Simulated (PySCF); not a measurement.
**C7H7N2+: electronic excitations**

What electronic excitations should C7H7N2+ (`CC#Cc1c[nH+]ccn1`) show?

The runs use PySCF 2.14.0, with density-fitted response routines of our own; the level of theory stands in each step. All values are computed, except where a source is named. Atoms count from 0, in the outputs and in this text.

### 1 The molecule as given

16 atoms, charge 1, multiplicity 1; geometry from: GFN2-xTB.

Bonds of the start (Å): C0–C1 1.42, C1–C2 1.21, C2–C3 1.40, C3–C4 1.41, C4–N5 1.33, N5–C6 1.34, C6–C7 1.40, C7–N8 1.31, N8–C3 1.34, C0–H9 1.09, C0–H10 1.09, C0–H11 1.09, C4–H12 1.08, N5–H13 1.02, C6–H14 1.08, C7–H15 1.08.

### 2 Ultraviolet spectrum: B3LYP/def2-SVPD

The job: settings as JSON, then the geometry in Å.

```
{"job": {"kind": "uv", "xc": "B3LYP", "basis": "def2-SVPD", "nstates": 8, "ntriplets": 3}, "charge": 1, "multiplicity": 1}
C      3.719470     0.619366    -0.246162
C      2.312946     0.415166    -0.151514
C      1.120914     0.222353    -0.067193
C     -0.265844     0.062361     0.014772
C     -0.837109    -1.186904     0.341334
N     -2.160234    -1.283254     0.401403
C     -2.959714    -0.236318     0.165453
C     -2.353475     0.980779    -0.150331
N     -1.052983     1.119193    -0.222982
H      4.233275    -0.325208    -0.419827
H      3.937942     1.313410    -1.057382
H      4.084144     1.054520     0.685370
H     -0.232267    -2.057936     0.542203
H     -2.580865    -2.183169     0.634336
H     -4.027552    -0.368506     0.227083
H     -2.946246     1.863091    -0.348925
```

With the program's defaults for keys left out, this is: TDDFT B3LYP/def2-SVPD, vertical, gas phase, core orbitals frozen in the response.

The run is started by

```
$ OMP_NUM_THREADS=1 python probes_run.py task.json out
```

The driver reads the jobs from task.json and runs them one after another.

Predict these results of the whole session: lowest singlet (B3LYP/def2-SVPD); brightest single state of those computed; lowest triplet.

The runs gave:

```
                                quantity                        value
        lowest singlet (B3LYP/def2-SVPD)  3.22 eV (385 nm), f = 0.000
brightest single state of those computed  state 5, 4.51 eV, f = 0.379
                          lowest triplet                      2.43 eV
```

What this shows: The first singlet state (HOMO−1→LUMO 0.98) lies at 3.22 eV and is dark; of the 8 states computed, the strongest absorption comes from state 5 at 4.51 eV. The lowest triplet lies 0.79 eV below the lowest singlet (triplets in Tamm-Dancoff, singlets in full TDDFT).
